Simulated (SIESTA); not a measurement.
Set up this calculation in SIESTA 5.4.2, as the native input.

```yaml
Task: band structure
Functional: PBEsol
Potentials_or_basis: PseudoDojo 0.4 standard (PBEsol files)
Basis: DZP (energy shift 0.003 Ry; two zetas on semicore shells)
Grid_cutoff: 800 Ry
Energy_shift: 0.003 Ry
k_mesh: 9 × 9 × 9
Occupations: fermi-dirac, width 0.05 eV
Spin: no spin polarisation
```

Crystal: Cd3Se.

```
CELL_PARAMETERS angstrom
-2.04095 2.04095 6.33056
2.04095 -2.04095 6.33056
2.04095 2.04095 -6.33056
ATOMIC_POSITIONS crystal
Cd 0.50000 0.50000 0.00000
Cd 0.25000 0.75000 0.50000
Cd 0.75000 0.25000 0.50000
Se 0.00000 0.00000 0.00000
```

The cell comes from a database or a generator and needn't be the stable form of this composition.

The cell isn't the ideal one: cell strained along z.

One way to write it, as run:

Cd3Se.fdf

```
SystemName                      Cd3Se
SystemLabel                     Cd3Se
NumberOfSpecies                 2
NumberOfAtoms                   4
%block ChemicalSpeciesLabel
  1  48 Cd
  2  34 Se
%endblock ChemicalSpeciesLabel

LatticeConstant                 1.0 Ang
%block LatticeVectors
    -2.0409530000     2.0409530000     6.3305632000
     2.0409530000    -2.0409530000     6.3305632000
     2.0409530000     2.0409530000    -6.3305632000
%endblock LatticeVectors
AtomicCoordinatesFormat         Fractional
%block AtomicCoordinatesAndAtomicSpecies
     0.5000000000     0.5000000000     0.0000000000  1  Cd
     0.2500000000     0.7500000000     0.5000000000  1  Cd
     0.7500000000     0.2500000000     0.5000000000  1  Cd
     0.0000000000     0.0000000000     0.0000000000  2  Se
%endblock AtomicCoordinatesAndAtomicSpecies

%block kgrid.MonkhorstPack
    9   0   0  0.0
    0   9   0  0.0
    0   0   9  0.0
%endblock kgrid.MonkhorstPack
XC.Functional                   GGA
XC.Authors                      PBEsol
PAO.BasisSize                   DZP
PAO.EnergyShift                 0.003 Ry
Mesh.Cutoff                     800 Ry
OccupationFunction              FD
ElectronicTemperature           0.05 eV
MaxSCFIterations                120
SCF.MustConverge                false
SCF.Mixer.Method                Pulay
SCF.Mixer.Weight                0.25
SCF.Mixer.History               8
SCF.DM.Tolerance                5.0e-05
SCF.H.Tolerance                 1.0e-03 eV
WriteForces                     true
Charge.Mulliken                 end
BandLinesScale                  ReciprocalLatticeVectors
%block BandLines
    1    0.000000   0.000000   0.000000  \Gamma
   14    0.000000   0.000000   0.500000  X
    2   -0.051970   0.051970   0.500000  Y
    9   -0.275985   0.275985   0.275985  S
   11    0.000000   0.000000   0.000000  \Gamma
    6    0.500000   0.500000  -0.500000  Z
    9    0.275985   0.724015  -0.275985  S1
    3    0.000000   0.500000   0.000000  N
   10    0.250000   0.250000   0.250000  P
    3    0.500000   0.500000  -0.051970  Y1
   12    0.500000   0.500000  -0.500000  Z
    1    0.000000   0.000000   0.500000  X
    3    0.250000   0.250000   0.250000  P
%endblock BandLines
%block PAO.Basis
  Cd 5
  n=4 0 2
    2.625 0.000
  n=5 0 2
    7.504 0.000
  n=4 1 2
    2.973 0.000
  n=5 1 1
    7.504
  n=4 2 2
    4.584 0.000
  Se 4
  n=4 0 2
    5.129 0.000
  n=4 1 2
    6.708 0.000
  n=3 2 2
    2.662 0.000
  n=4 2 1
    6.708
%endblock PAO.Basis
```

Potentials or basis: PseudoDojo 0.4 standard (PBEsol files), DZP (energy shift 0.003 Ry; two zetas on semicore shells).

Run with:

```console
$ siesta < Cd3Se.fdf > Cd3Se.out 2>&1
```

It gave:

| Item | Value |
| --- | --- |
| Pressure | -5.3 GPa |
| Band gap on the k mesh | none (metal or under the smearing width) |

Caveat: the basis of atomic orbitals isn't converged, which shifts pressures, moduli and gaps.

Run time: 54 s on 1 thread of Intel(R) Xeon(R) 6975P-C (Granite Rapids) (shared host), peak memory 0.41 GiB.
